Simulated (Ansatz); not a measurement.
**LaAl5Ni2: how the settings move a calculation**

Question: which choices in the input matter for LaAl5Ni2?

Method: reference: DFT r2SCAN, scalar-relativistic, plane waves, PAW, in Ansatz 0.2.0.

## 1. The structure to begin with

Symmetry: Immm, No. 71, orthorhombic system. The conventional cell has a = 4.018 Å, b = 7.037 Å, c = 9.683 Å, α = 90.00°, β = 90.00°, γ = 90.00°. Al (site symmetry mmm) is surrounded by 2 Ni at 2.28 Å. Al (site symmetry m) has 3 Ni at 2.41 to 2.51 Å and 1 Al at 2.65 Å in its first shell of neighbours. Around La (site symmetry mmm) lie 4 Ni at 3.25 Å and 14 Al at 3.36 to 3.54 Å. Ni (site symmetry mm2) is surrounded by 7 Al at 2.28 to 2.51 Å.

Coordinates:

```cif
data_structure
_symmetry_space_group_name_H-M 'P 1'
_symmetry_Int_Tables_number 1
_cell_length_a 6.3132
_cell_length_b 6.3132
_cell_length_c 6.3132
_cell_angle_alpha 142.891
_cell_angle_beta 112.253
_cell_angle_gamma 79.852
_cell_volume 136.90
loop_
_atom_site_label
_atom_site_type_symbol
_atom_site_fract_x
_atom_site_fract_y
_atom_site_fract_z
_atom_site_occupancy
Al1 Al 0.50000 0.00000 0.50000 1
Al2 Al 0.84934 0.66072 0.18862 1
Al3 Al 0.52790 0.33928 0.18862 1
Al4 Al 0.47210 0.66072 0.81138 1
Al5 Al 0.15066 0.33928 0.81138 1
La1 La 0.00000 0.00000 0.00000 1
Ni1 Ni 0.73572 0.23572 0.50000 1
Ni2 Ni 0.26428 0.76428 0.50000 1
```

## 2. Reference

Contents of input.yaml:

```yaml
crystal:
  lattice:
    - [-2.00892429, 3.51874733, 4.84146247]
    - [2.00892429, -3.51874733, 4.84146247]
    - [2.00892429, 3.51874733, -4.84146247]
  atoms:
    - { symbol: Al, position: [0.5, 0.0, 0.5] }
    - { symbol: Al, position: [0.84933681, 0.6607177, 0.18861911] }
    - { symbol: Al, position: [0.52790141, 0.3392823, 0.18861911] }
    - { symbol: Al, position: [0.47209859, 0.6607177, 0.81138089] }
    - { symbol: Al, position: [0.15066319, 0.3392823, 0.81138089] }
    - { symbol: La, position: [0.0, 0.0, 0.0] }
    - { symbol: Ni, position: [0.73571632, 0.23571632, 0.5] }
    - { symbol: Ni, position: [0.26428368, 0.76428368, 0.5] }
basis:
  ecutwfc: 500
kpoints:
  mp_grid: { grid: [10, 10, 10] }
hamiltonian:
  xc: r2scan
scf:
  occupations: { method: gaussian, width: 0.05 }
output:
  forces: true
  stress: true
  eigenvalues: true
relax:
  adjacent_minimum: "off"
  f_tol: 0.005
  max_steps: 80
  cell: { stress_tol: 0.05 }
```

Command:

```bash
$ ansatz run input.yaml --threads 8 --pin off --max-ram 14336MiB --backend cpu --events-out ev --progress --plain --runs-dir out
```

## 3. Variant: eigensolver.kind davidson

Contents of input.yaml:

```yaml
crystal:
  lattice:
    - [-2.0055070213, 3.5043916004, 4.8365088615]
    - [2.0055070213, -3.5043916004, 4.8365088615]
    - [2.0055070213, 3.5043916004, -4.8365088615]
  atoms:
    - { symbol: Al, position: [0.5, 0.0, 0.5] }
    - { symbol: Al, position: [0.8501470389, 0.6611367486, 0.1890102903] }
    - { symbol: Al, position: [0.5278735417, 0.3388632514, 0.1890102903] }
    - { symbol: Al, position: [0.4721264583, 0.6611367486, 0.8109897097] }
    - { symbol: Al, position: [0.1498529611, 0.3388632514, 0.8109897097] }
    - { symbol: La, position: [0.0, 0.0, 0.0] }
    - { symbol: Ni, position: [0.734814789, 0.234814789, 0.5] }
    - { symbol: Ni, position: [0.265185211, 0.765185211, 0.5] }
basis:
  ecutwfc: 500
kpoints:
  mp_grid: { grid: [10, 10, 10] }
hamiltonian:
  xc: r2scan
scf:
  occupations: { method: gaussian, width: 0.05 }
  eigensolver: { kind: davidson }
output:
  forces: true
  eigenvalues: true
  stress: true
```

Before running it: what results should come out? Wanted: for each run, ending; energy change; pressure; gap; force.

The runs gave:

```csv
run,ending,energy change,pressure (GPa),gap (eV),force (eV/Å),cycles,time
reference,converged,0,0.0,0.00,0.00,-,1.7 min
1: eigensolver.kind davidson,converged,0.0 meV/atom,0.0,0.00,0.00,13,30 s
```

Same state: the changed solver leaves the energy within 0.5 meV/atom.

No run allows spin polarisation, though the cell holds Ni.
